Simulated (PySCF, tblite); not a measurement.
# C₂H₇BO₃: geometry, infrared bands, NMR shifts and spin-spin couplings

What infrared bands, NMR shifts and spin-spin couplings should C₂H₇BO₃ (`COB(O)OC`) show?

Computed with tblite 0.8.0 and PySCF 2.14.0, with density-fitted response routines of our own, on a single molecule in the gas phase. Atoms are numbered from 0 throughout.

### Step 1. The molecule as given

13 atoms, charge 0, multiplicity 1; geometry from: force field or distance geometry start.

Bonds of the start (Å): C0–O1 1.41, O1–B2 1.45, B2–O3 1.48, B2–O4 1.47, O4–C5 1.40, C0–H6 1.12, C0–H7 1.10, C0–H8 1.10, O3–H9 1.00, C5–H10 1.11, C5–H11 1.12, C5–H12 1.11.

### Step 2. Optimising the geometry with GFN2-xTB

What the job is given:

```
{"job": {"kind": "relax", "xc": "GFN2-xTB", "basis": "xTB"}, "charge": 0, "multiplicity": 1}
C      2.058400    -0.446200    -0.317100
O      1.048700    -0.138700     0.618200
B     -0.005200     0.480800    -0.162700
O      0.307500     1.774900    -0.810800
O     -0.949000    -0.401500    -0.872200
C     -2.056700    -0.518500    -0.022000
H      1.484700    -0.839000    -1.196300
H      2.552600     0.501800    -0.590600
H      2.797300    -1.151500     0.081700
H     -0.322000     2.422800    -0.377100
H     -2.570900    -1.486600    -0.171800
H     -1.617600    -0.554500     1.012600
H     -2.732200     0.356700    -0.070900
```

Started as:

```sh
$ OMP_NUM_THREADS=1 python probes_run.py task.json out
```

One launch serves the whole session: the jobs run in the order shown.

Log:

```text
step      E/eV     max force
  0    -579.80984    3.596
  1    -580.28714    2.074
  2    -580.55074    0.954
  3    -580.60355    0.678
  4    -580.68139    0.766
  5    -580.72987    0.890
  6    -580.83380    1.086
  7    -580.90903    0.871
  8    -581.03973    1.094
  9    -581.15157    1.158
 10    -581.28410    1.425
 11    -581.35678    1.754
 12    -581.42607    1.049
 13    -581.47152    0.648
 14    -581.53681    0.570
 15    -581.58472    0.864
 16    -581.61704    0.957
 17    -581.66121    0.897
 18    -581.70719    0.632
 19    -581.75878    0.783
 20    -581.81576    1.155
 21    -581.89696    1.599
 22    -581.99182    1.192
 23    -582.04720    0.564
 24    -582.07225    0.613
 25    -582.11709    0.568
 26    -582.15183    0.600
 27    -582.18672    0.424
 28    -582.20157    0.295
 29    -582.22189    0.356
 30    -582.22956    0.297
 31    -582.23397    0.166
 32    -582.23751    0.173
 33    -582.24025    0.134
 34    -582.24224    0.112
 35    -582.24361    0.100
 36    -582.24494    0.095
 37    -582.24637    0.105
 38    -582.24803    0.116
 39    -582.24992    0.144
 40    -582.25193    0.138
 41    -582.25396    0.095
 42    -582.25578    0.118
 43    -582.25711    0.111
 44    -582.25799    0.082
 45    -582.25864    0.077
 46    -582.25921    0.063
 47    -582.25980    0.075
 48    -582.26041    0.076
 49    -582.26105    0.070
 50    -582.26169    0.071
 51    -582.26224    0.063
 52    -582.26269    0.062
 53    -582.26310    0.064
 54    -582.26354    0.053
 55    -582.26389    0.045
 56    -582.26409    0.041
 57    -582.26421    0.033
 58    -582.26433    0.027
 59    -582.26447    0.030
 60    -582.26461    0.036
 61    -582.26471    0.032
 62    -582.26480    0.026
 63    -582.26489    0.025
 64    -582.26495    0.016
 65    -582.26499    0.015
 66    -582.26501    0.010
 67    -582.26502    0.008
```

Wall time 0.26 s (1 thread of Arm Neoverse V1, shared host).

The steps of the relaxation: (not every step is listed)

```csv
step,energy from step 0 (eV),largest force (eV/Å)
0,0.0000,3.5962
1,-0.4773,2.0736
2,-0.7409,0.9538
3,-0.7937,0.6783
4,-0.8715,0.7660
5,-0.9200,0.8896
6,-1.0240,1.0858
7,-1.0992,0.8712
8,-1.2299,1.0938
13,-1.6617,0.6480
18,-1.8973,0.6324
23,-2.2374,0.5639
28,-2.3917,0.2949
33,-2.4304,0.1341
38,-2.4382,0.1160
43,-2.4473,0.1113
48,-2.4506,0.0763
53,-2.4533,0.0641
58,-2.4545,0.0272
62,-2.4550,0.0262
63,-2.4551,0.0246
64,-2.4551,0.0156
65,-2.4552,0.0153
66,-2.4552,0.0104
67,-2.4552,0.0077
```

Close pairs (by a distance rule), those that changed most:

```csv
bond,before (Å),after (Å),change (Å)
B2–O3,1.481,1.365,-0.116
B2–O4,1.474,1.366,-0.108
O1–B2,1.451,1.357,-0.094
O3–H9,1.002,0.956,-0.046
C5–H11,1.125,1.092,-0.033
C0–H6,1.121,1.093,-0.028
C5–H12,1.107,1.090,-0.017
C5–H10,1.106,1.092,-0.015
```

The end geometry stands in the next job.

### Step 3. Vibrational analysis with GFN2-xTB

What the job is given:

```
{"job": {"kind": "ir", "xc": "GFN2-xTB", "basis": "xTB"}, "charge": 0, "multiplicity": 1}
C      2.053029    -0.548835    -0.380866
O      0.655868    -0.483574    -0.187019
B     -0.056784     0.651825    -0.396062
O      0.534660     1.814506    -0.796437
O     -1.407691     0.655527    -0.194759
C     -2.093623    -0.501734     0.231163
H      2.260925    -1.089293    -1.307701
H      2.489103     0.448741    -0.439033
H      2.481749    -1.095067     0.461201
H     -0.088813     2.532983    -0.891527
H     -1.989325    -1.302829    -0.503344
H     -1.699981    -0.852660     1.187247
H     -3.143506    -0.229106     0.338162
```

Log:

```text
mode    cm-1     km/mol
  1     -21.1      0.00
  2      35.5      0.10
  3     143.9     11.61
  4     155.1      4.51
  5     189.6      0.03
  6     246.5      9.64
  7     422.0      3.91
  8     500.6     45.61
  9     515.9      9.60
 10     582.3    239.56
 11     756.1      2.23
 12     927.2    184.29
 13    1062.0      0.98
 14    1106.3     16.34
 15    1129.7      1.76
 16    1134.3      4.29
 17    1146.1      6.02
 18    1154.7      7.14
 19    1249.4    747.16
 20    1291.2    536.67
 21    1401.2      9.07
 22    1409.0     38.39
 23    1460.9      3.59
 24    1467.5      4.43
 25    1474.4      6.24
 26    1478.3      8.59
 27    2951.0     32.63
 28    2955.0     39.38
 29    2968.6     30.85
 30    2973.0     31.89
 31    2987.6     25.39
 32    2992.3     23.21
 33    3656.7     27.86
```

Run time: 0.23 s. Hardware: 1 thread of Arm Neoverse V1, shared host.

Which atoms move in the most intense modes:

```csv
cm⁻¹,km/mol,atoms
501,45.6,"H9 76 %, B2 17 %"
582,239.6,"B2 64 %, H9 15 %, O3 11 %"
927,184.3,H9 62 %
1249,747.2,"B2 62 %, O4 21 %"
1291,536.7,"B2 57 %, O1 19 %"
1409,38.4,"H7 20 %, H8 17 %, H6 15 %, H12 11 %"
2951,32.6,H6 88 %
2955,39.4,"H10 46 %, H11 45 %"
```

### Step 4. NMR shieldings: PBE0/pcSseg-1

The job, as its differences from that of step 3:

```diff
@@ -1,2 +1,2 @@
-{"job": {"kind": "ir", "xc": "GFN2-xTB", "basis": "xTB"}, "charge": 0, "multiplicity": 1}
+{"job": {"kind": "nmr", "xc": "PBE0", "basis": "pcSseg-1"}, "charge": 0, "multiplicity": 1}
 C      2.053029    -0.548835    -0.380866
```

Level: GIAO PBE0/pcSseg-1 NMR shielding, non-relativistic, gas phase.

Log:

```text
coarse grid: 10856 points
cycle   1  E = -330.4721691843  dE =  7.882e-01  |g| = 9.148e-01  |ddm| = 2.930e+00
cycle   2  E = -330.3627131412  dE =  1.095e-01  |g| = 1.223e+00  |ddm| = 1.195e+00
cycle   3  E = -330.6178865724  dE = -2.552e-01  |g| = 5.355e-02  |ddm| = 7.042e-01
cycle   4  E = -330.6183172971  dE = -4.307e-04  |g| = 2.526e-02  |ddm| = 3.907e-02
cycle   5  E = -330.6184293527  dE = -1.121e-04  |g| = 8.760e-03  |ddm| = 1.669e-02
cycle   6  E = -330.6184410463  dE = -1.169e-05  |g| = 2.444e-03  |ddm| = 5.300e-03
cycle   7  E = -330.6184422448  dE = -1.199e-06  |g| = 3.569e-04  |ddm| = 1.693e-03
final grid: 104856 points
cycle   8  E = -330.6818560183  dE = -3.106e-05  |g| = 1.138e-02  |ddm| = 1.837e-02
cycle   9  E = -330.6818401631  dE =  1.586e-05  |g| = 1.497e-02  |ddm| = 1.259e-02
cycle  10  E = -330.6818795343  dE = -3.937e-05  |g| = 9.444e-04  |ddm| = 7.294e-03
cycle  11  E = -330.6818797188  dE = -1.845e-07  |g| = 1.818e-04  |ddm| = 7.306e-04
cycle  12  E = -330.6818797233  dE = -4.459e-09  |g| = 1.016e-04  |ddm| = 1.474e-04
cycle  13  E = -330.6818797250  dE = -1.729e-09  |g| = 1.762e-05  |ddm| = 5.690e-05
cycle  14  E = -330.6818797251  dE = -6.162e-11  |g| = 3.972e-06  |ddm| = 1.413e-05
converged SCF energy = -330.6818797251

GIAO shielding tensors (ppm)
atom      isotropic    diamagn.    paramagn.     s11        s22        s33       span
  0 C      132.342     242.376    -110.035    102.839    110.028    184.157     81.318
  1 O      277.111     398.010    -120.898    175.255    306.116    349.964    174.709
  2 B       83.074     199.136    -116.062     80.461     84.011     84.749      4.288
  3 O      255.512     388.431    -132.919    185.816    286.153    294.566    108.750
  4 O      274.403     395.560    -121.157    172.384    324.256    326.568    154.184
  5 C      132.862     244.405    -111.543    107.678    108.883    182.024     74.346
  6 H       27.884      28.111      -0.227     23.665     25.598     34.390     10.725
  7 H       27.312      28.653      -1.341     22.826     26.750     32.359      9.532
  8 H       27.895      28.456      -0.561     23.607     25.856     34.223     10.615
  9 H       28.611      32.199      -3.588     21.900     24.880     39.052     17.151
 10 H       27.953      30.035      -2.081     24.157     25.929     33.773      9.616
 11 H       27.950      30.500      -2.550     24.159     26.018     33.673      9.514
 12 H       28.068      28.286      -0.218     23.818     26.226     34.161     10.344
```

It took 11 s on 1 thread of Arm Neoverse V1, shared host; peak memory 0.65 GiB.

Shifts follow as δ = σ(reference) − σ, with reference shieldings (ppm) from runs at the same level and on the same kind of geometry: 1H TMS 31.72, 13C TMS 186.9, 17O H2O 336.1, 11B BF3·OEt2 100.1. The references are single molecules in the gas phase, so shifts against H2O, NH3, PH3, H3PO4 or CFCl3 are not on the usual liquid scales and can be off by tens of ppm. Atoms listed in one row are averaged.

```csv
atoms,environment,σ (ppm),δ (ppm),δ scaled to CDCl3
"C0, C5",methyl carbon bonded to O,132.6,54.3,51.1
"H6, H7, H8, H10, H11, H12",hydrogen on a methyl carbon bonded to O,27.84,3.87,3.76
H9,hydrogen on an oxygen bonded to B,28.61,3.11,–
O3,"oxygen bonded to B, H",255.5,80.6,–
"O1, O4","oxygen bonded to C, B",275.8,60.3,–
B2,boron bonded to 3 O,83.1,17.0,–
```

The scaled column applies a straight-line fit of computed shieldings to shifts measured in CDCl3 (root-mean-square error 0.16 ppm for H, 1.9 ppm for C).

Charges from the same density, by scheme (e):

```csv
atoms,Mulliken,IAO,Hirshfeld,ESP fit
"C0, C5",-0.01,-0.20,-0.03,-0.14
"O1, O4",-0.53,-0.43,-0.20,-0.47
B2,0.62,0.61,0.28,0.92
O3,-0.43,-0.58,-0.27,-0.74
```

Mayer bond orders: C0–O1 0.88, O1–B2 1.13, B2–O3 1.18, B2–O4 1.14, O4–C5 0.88.

### Step 5. Indirect couplings: B3LYP/pcJ-1

The job, as its differences from that of step 4:

```diff
@@ -1,2 +1,2 @@
-{"job": {"kind": "nmr", "xc": "PBE0", "basis": "pcSseg-1"}, "charge": 0, "multiplicity": 1}
+{"job": {"kind": "j", "xc": "B3LYP", "basis": "pcJ-1"}, "charge": 0, "multiplicity": 1}
 C      2.053029    -0.548835    -0.380866
```

Method: B3LYP/pcJ-1 indirect spin-spin coupling, non-relativistic, gas phase.

Log:

```text
coarse grid: 10856 points
cycle   1  E = -330.8555709641  dE =  7.508e-01  |g| = 1.043e+00  |ddm| = 2.698e+00
cycle   2  E = -330.6496451812  dE =  2.059e-01  |g| = 1.524e+00  |ddm| = 1.435e+00
cycle   3  E = -331.0377384938  dE = -3.881e-01  |g| = 6.769e-02  |ddm| = 8.968e-01
cycle   4  E = -331.0383027574  dE = -5.643e-04  |g| = 3.980e-02  |ddm| = 5.099e-02
cycle   5  E = -331.0385831560  dE = -2.804e-04  |g| = 1.177e-02  |ddm| = 2.401e-02
cycle   6  E = -331.0386028081  dE = -1.965e-05  |g| = 3.634e-03  |ddm| = 7.127e-03
cycle   7  E = -331.0386053691  dE = -2.561e-06  |g| = 4.960e-04  |ddm| = 2.339e-03
final grid: 104856 points
cycle   8  E = -331.1107900434  dE = -1.842e-04  |g| = 6.216e-03  |ddm| = 1.511e-02
cycle   9  E = -331.1107871648  dE =  2.879e-06  |g| = 6.892e-03  |ddm| = 7.115e-03
cycle  10  E = -331.1107973234  dE = -1.016e-05  |g| = 7.770e-04  |ddm| = 3.972e-03
cycle  11  E = -331.1107973511  dE = -2.768e-08  |g| = 6.588e-04  |ddm| = 7.538e-04
cycle  12  E = -331.1107974260  dE = -7.493e-08  |g| = 4.752e-05  |ddm| = 3.645e-04
cycle  13  E = -331.1107974264  dE = -3.510e-10  |g| = 2.192e-05  |ddm| = 4.292e-05
converged SCF energy = -331.1107974264

Indirect spin-spin couplings (Hz)
  i      j    bonds     total        FC       PSO       DSO        SD
  0 C    1 O    1     16.627    18.423    -1.683    -0.114         -
  0 C    2 B    2     -0.516    -0.406    -0.055    -0.049    -0.006
  0 C    3 O    3     -3.920    -4.016     0.104    -0.008         -
  0 C    4 O    3      0.205     0.140     0.011     0.054         -
  0 C    5 C    4      0.328     0.338     0.060    -0.070         -
  0 C    6 H    1    147.779   146.819     0.227     0.733         -
  0 C    7 H    1    147.018   146.119     0.114     0.786         -
  0 C    8 H    1    149.398   148.459     0.218     0.721         -
  0 C    9 H    4      1.259     1.294     0.554    -0.589         -
  1 O    2 B    1    -21.242   -25.222     4.372    -0.217    -0.175
  1 O    5 C    3     -3.492    -3.492     0.022    -0.022         -
  1 O    6 H    2     -5.676    -4.956    -0.821     0.101         -
  1 O    7 H    2     -1.411    -0.681    -0.862     0.132         -
  1 O    8 H    2     -8.732    -8.036    -0.779     0.084         -
  1 O    9 H    3     -1.160    -1.532    -0.037     0.409         -
  1 O   10 H    4     -0.180    -0.201     0.162    -0.140         -
  1 O   11 H    4     -0.216    -0.236     0.173    -0.153         -
  2 B    3 O    1    -19.854   -23.765     4.243    -0.183    -0.150
  2 B    4 O    1    -18.380   -22.324     4.311    -0.213    -0.154
  2 B    5 C    2     -0.751    -0.642    -0.053    -0.044    -0.012
  2 B    6 H    3      0.769     0.842     0.273    -0.342    -0.005
  2 B    7 H    3      3.468     3.668    -0.402     0.213    -0.010
  2 B    8 H    3      4.031     4.025     0.543    -0.548     0.011
  2 B    9 H    2     -2.307    -1.289    -0.311    -0.656    -0.051
  2 B   10 H    3      0.460     0.619    -0.148     0.000    -0.012
  2 B   11 H    3      0.593     0.754    -0.170     0.020    -0.011
  2 B   12 H    3      6.952     6.888     0.701    -0.669     0.032
  3 O    5 C    3      0.381     0.305     0.017     0.059         -
  3 O    6 H    4      0.234     0.185    -0.029     0.078         -
  3 O    7 H    4      0.188     0.197     0.242    -0.251         -
  3 O    8 H    4      0.150     0.090    -0.101     0.161         -
  3 O    9 H    1    -90.275   -77.445   -12.467    -0.363         -
  4 O    5 C    1     16.924    18.675    -1.639    -0.112         -
  4 O    9 H    3     -0.492    -0.822     0.448    -0.119         -
  4 O   10 H    2     -2.488    -1.747    -0.868     0.127         -
  4 O   11 H    2     -2.380    -1.636    -0.871     0.127         -
  4 O   12 H    2    -10.728   -10.033    -0.776     0.081         -
  5 C   10 H    1    146.582   145.624     0.188     0.771         -
  5 C   11 H    1    146.544   145.588     0.183     0.773         -
  5 C   12 H    1    150.191   149.256     0.219     0.717         -
  6 H    7 H    2    -11.298   -11.309     2.501    -2.490         -
  6 H    8 H    2    -11.138   -11.132     2.673    -2.679         -
  6 H    9 H    5     -0.212    -0.061     1.840    -1.991         -
  7 H    8 H    2    -10.853   -10.846     2.585    -2.591         -
  7 H    9 H    5     -0.191    -0.128     2.058    -2.121         -
  8 H    9 H    5     -0.246    -0.090     1.972    -2.128         -
  9 H   10 H    5     -0.226    -0.069     1.212    -1.369         -
  9 H   11 H    5     -0.223    -0.064     1.211    -1.369         -
 10 H   11 H    2    -11.555   -11.585     2.407    -2.376         -
 10 H   12 H    2    -10.453   -10.435     2.658    -2.676         -
 11 H   12 H    2    -10.465   -10.447     2.651    -2.670         -
```

Run time: 25 s. Hardware: 1 thread of Arm Neoverse V1, shared host; peak memory 0.92 GiB.

Couplings of 1 Hz or more, nine at most for each number of bonds, with means over like pairs (isotopes 11B, 13C, 1H, 17O):

```csv
pair,bonds,J (Hz),Fermi contact (Hz)
C0–H6,1,147.9,147.0
O3–H9,1,-90.3,-77.4
B2–O3,1,-19.9,-23.8
O1–B2,1,-19.8,-23.8
C0–O1,1,16.8,18.5
H6–H7,2,-11.0,-11.0
O1–H6,2,-5.2,-4.5
B2–H9,2,-2.3,-1.3
B2–H6,3,2.7,2.8
C0–O3,3,-1.8,-1.9
C0–O4,3,-1.6,-1.7
```

The spin-dipole term was solved for some atoms only; pairs without it lack that part.

The response was solved for the nuclei of B, C, H alone, so couplings that need other nuclei can be missing.

Quadrupole couplings from the field gradients of the same density:

```csv
atom,isotope,eQq/h (MHz),η
O4,17O,-9.918,0.23
O1,17O,-9.873,0.17
O3,17O,-8.741,0.30
B2,11B,2.238,0.00
```

Joined with the shifts from before (PBE0/pcSseg-1, unscaled), the couplings predict the line list below for 600 MHz. Couplings to quadrupolar nuclei are left out.

1H NMR δ 3.87 (s, 6H), 3.11 (br s, 1H).

### Step 6. What came out

| quantity | value |
| --- | --- |
| strongest single infrared mode (GFN2-xTB) | 1249 cm⁻¹, 747 km/mol |
| zero-point energy (GFN2-xTB) | 62.8 kcal/mol |
| 13C shifts against TMS (PBE0/pcSseg-1, means over atoms taken as alike) | 54.3 ppm |
| 1H shifts against TMS (PBE0/pcSseg-1, means over atoms taken as alike) | 3.87, 3.11 ppm |
| 17O shifts against H2O (PBE0/pcSseg-1, means over atoms taken as alike) | 80.6, 60.3 ppm |
| 11B shifts against BF3·OEt2 (PBE0/pcSseg-1) | 17.0 ppm |
| largest coupling of the table (B3LYP/pcJ-1) | 1J(C,H) C0–H6, 147.9 Hz |

The optimisation took 67 steps and gained 2.455 eV; among the close pairs (by a distance rule), B2–O3 changed most, from 1.481 to 1.365 Å. The lowest mode is imaginary (21i cm⁻¹), so the xTB geometry is not a minimum. The strongest single mode, at 1249 cm⁻¹, moves mainly B2. GFN2-xTB is a fitted tight-binding method: band positions and strengths are rough. Its intensities can rank the bands wrongly. H6, H7, H8, H10, H11, H12 (mean) (hydrogen on a methyl carbon bonded to O) lies farthest downfield among hydrogen, at 3.87 ppm; its carbon carries O, which withdraws density. At PBE0/pcSseg-1: Shielding is most anisotropic at O1, O4 (span 164 ppm, paramagnetic term -121 ppm). In the run at B3LYP/pcJ-1, the largest coupling of the table is C0–H6 (mean over like pairs), 147.9 Hz, of which the Fermi-contact term gives 147.0 Hz. Couplings across rotatable bonds belong to this one conformer; where others are populated, the observed values are averages.
